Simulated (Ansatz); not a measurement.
# C₂H₃NOSe: small, medium and large basis sets

One table from this session's results is given with a row withheld; the runs are named, their logs left out.

The runs use Ansatz 0.2.0, Gaussian basis; one geometry, several basis sets.

Levels to be run: PBE0-D4/def2-SVP; ωB97M-V/def2-SVP; PBE0-D4/def2-QZVPP; ωB97M-V/def2-QZVPP; the functionals' def2-TZVPP values are taken from earlier runs.

### Structure used throughout

An earlier PBE0-D4 in a triple-zeta def2 set relaxation fixed the geometry.

SMILES `NC1[Se]C1=O`, 8 atoms, charge 0, spin multiplicity 1.

Atoms are counted from 1 here; the program's logs count them from 0.

Bond lengths: N1–C2 1.364 Å, N1–H6 1.008 Å, N1–H7 1.009 Å, C2–Se3 2.175 Å, C2–C4 1.458 Å, C2–H8 1.083 Å, Se3–C4 1.886 Å, C4–O5 1.190 Å. Angles: C2–N1–H6 116.6°, C2–N1–H7 116.3°, H6–N1–H7 113.2°, N1–C2–Se3 123.7°, N1–C2–C4 121.4°, N1–C2–H8 116.4°, Se3–C2–C4 58.6°, Se3–C2–H8 105.3°, C4–C2–H8 117.8°, C2–Se3–C4 41.3°, C2–C4–Se3 80.0°, C2–C4–O5 139.3°, Se3–C4–O5 140.4°.

The first run:

Input file in.yaml:

```yaml
crystal:
  periodic: [false, false, false]
  atoms:
    - {symbol: N, position_ang: [-0.897845, 0.717190, 0.414890]}
    - {symbol: C, position_ang: [0.138122, -0.169790, 0.418815]}
    - {symbol: Se, position_ang: [0.248943, -1.901546, -0.891910]}
    - {symbol: C, position_ang: [1.092975, -0.228550, -0.681907]}
    - {symbol: O, position_ang: [1.896118, 0.466712, -1.217200]}
    - {symbol: H, position_ang: [-1.689373, 0.489609, 0.995956]}
    - {symbol: H, position_ang: [-1.159511, 1.094488, -0.483064]}
    - {symbol: H, position_ang: [0.462871, -0.525311, 1.388819]}
basis:
  gaussian: {orbitals: def2-SVP}
hamiltonian: {xc: pbe0, dispersion: d4}
output: {orbitals: {seedname: orbitals}}
```

The run is started by

```console
ansatz run in.yaml --threads 4 --pin off --events-out ev --progress --plain --max-ram 10444MiB
```

Among the steps run: PBE0-D4 in def2-SVP; ωB97M-V in def2-SVP; PBE0-D4 in def2-QZVPP; ωB97M-V in def2-QZVPP.

One of the session's tables, all rows but one given; the rest of the session is left out.

It belongs to the step «Functionals by basis». 

| functional | basis | HOMO (eV) |
| --- | --- | --- |
| PBE0-D4 | def2-SVP | -6.82 |
| PBE0-D4 | def2-TZVPP | -6.98 |
| PBE0-D4 | def2-QZVPP | -7.02 |
| ωB97M-V | def2-SVP | -8.86 |
| ωB97M-V | def2-TZVPP | -9.05 |
| ωB97M-V | def2-QZVPP | ? |

Q: Estimate the row for ωB97M-V, def2-QZVPP from the others.

**Answer.** HOMO (eV): -9.09. In the column «HOMO (eV)» it is the lowest.
